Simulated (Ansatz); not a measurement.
# Co (sc type): a single-point run

Aim: a sound single-point run of Co (sc type).

Method: DFT, LDA, PAW with Ansatz's default frozen-core files, scalar-relativistic, in Ansatz 0.2.0.

2 further runs of the same task are left out: 1 that didn't finish, 1 set aside as unsound or not needed. Runs told in other sessions of the task aren't counted.

## 1. The structure to begin with

It takes space group Pm-3m (No. 221, cubic). The conventional cell has a = 2.255 Å, b = 2.255 Å, c = 2.255 Å, α = 90.00°, β = 90.00°, γ = 90.00°. Around Co (site symmetry m-3m) lie 6 Co at 2.26 Å.

Structure file:

```
Co
1.0
     2.25543    0.00000    0.00000
     0.00000    2.25543    0.00000
     0.00000    0.00000    2.25543
Co
1
Cartesian
  0.0000 0.0000 0.0000
```

## 2. The run

input.yaml reads:

```yaml
crystal:
  lattice:
    - [2.2554270947, 0.0, 0.0]
    - [0.0, 2.2554270947, 0.0]
    - [0.0, 0.0, 2.2554270947]
  atoms:
    - { symbol: Co, position: [0.0, 0.0, 0.0], spin: 1.7 }
magnetization:
  spin_polarized: true
kpoints:
  mp_grid: { grid: [17, 17, 17] }
  band_path:
    path:
      - [0.0, 0.0, 0.0]
      - [0.0, 0.5, 0.0]
      - [0.5, 0.5, 0.0]
      - [0.0, 0.0, 0.0]
      - [0.5, 0.5, 0.5]
      - [0.0, 0.5, 0.0]
      - [0.5, 0.5, 0.5]
      - [0.5, 0.5, 0.0]
    npoints: 8
scf:
  occupations: { method: methfessel_paxton, width: 2.0 }
  max_iter: 100
hamiltonian:
  xc: lda
  pseudopotentials: { kind: paw }
output:
  forces: true
  stress: true
  eigenvalues: true
  populations: true
```

The run is started by

```sh
$ ansatz run input.yaml --threads 1 --pin off --max-ram 3072MiB --backend cpu --events-out ev --progress --plain --runs-dir out
```

What happens when this is run?

The program finished normally, with warnings (seeded moment not kept, stability check not made). Its log warns: «the starting moments were not kept: the SCF closed with an absolute magnetisation of 4.0e-6 μB, where they sum to 1.7 μB in size (1 site) ...»

In the input, scf.occupations.method is methfessel_paxton; scf.occupations.width is 2.0. Occupations are smeared over electronvolts, wider than many features of the bands.

To check: set scf.occupations.method to fermi_dirac and scf.occupations.width to 0.05.
